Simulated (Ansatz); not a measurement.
# Ge: the cost of one run

Program: Ansatz 0.2.0. Level of theory: DFT PBEsol, scalar-relativistic, plane waves, PAW. These are calculated values, not measurements.

1 further run of the same task is left out (set aside as unsound or not needed).

### Step 1. Starting point

Symmetry: P6_3/mmc, No. 194, hexagonal system. Conventional cell: a = 3.480 Å, b = 3.480 Å, c = 5.590 Å, α = 90.00°, β = 90.00°, γ = 120.00°. Pb (site symmetry -6m2) has 12 Pb at 3.44 to 3.48 Å as nearest neighbours.

Structure file:

```xyz
2
Lattice="3.4800 0.0000 0.0000 -1.7400 3.0138 0.0000 0.0000 0.0000 5.5900" Properties=species:S:1:pos:R:3 pbc="T T T"
Pb    0.0000    2.0092    1.3975
Pb    1.7400    1.0046    4.1925
```

The structure comes from the Crystallography Open Database.

### Step 2. One element swapped, cell strained: Pb → Ge, first probe

The change: Ge takes all sites of Pb, and lengths are scaled by 0.893 as a first guess of the size; strain xx, yy, zz, yz, xz, xy = +2.6, +2.6, +1.1, +0.0, +0.0, +0.0 %.

Input file input.yaml:

```yaml
crystal:
  lattice:
    - [3.1879826776, 0.0, 0.0]
    - [-1.5939913388, 2.7608739856, 0.0]
    - [0.0, 0.0, 5.0460344964]
  atoms:
    - { symbol: Ge, position: [0.3333333333, 0.6666666667, 0.25] }
    - { symbol: Ge, position: [0.6666666667, 0.3333333333, 0.75] }
basis:
  ecutwfc: 420
kpoints:
  mp_grid: { grid: [6, 6, 4] }
hamiltonian:
  xc: pbesol
scf:
  occupations: { method: gaussian, width: 0.1 }
output:
  forces: true
  stress: true
  eigenvalues: true
```

The run is started by

```
$ ansatz run input.yaml --threads 1 --pin off --max-ram 1331MiB --backend cpu --events-out ev --progress --plain --runs-dir out
```

Q: Estimate wall time and peak memory on 1 thread of an x86-64 CPU, shared host.

About 2.7 s, with a peak of 0.31 GiB.
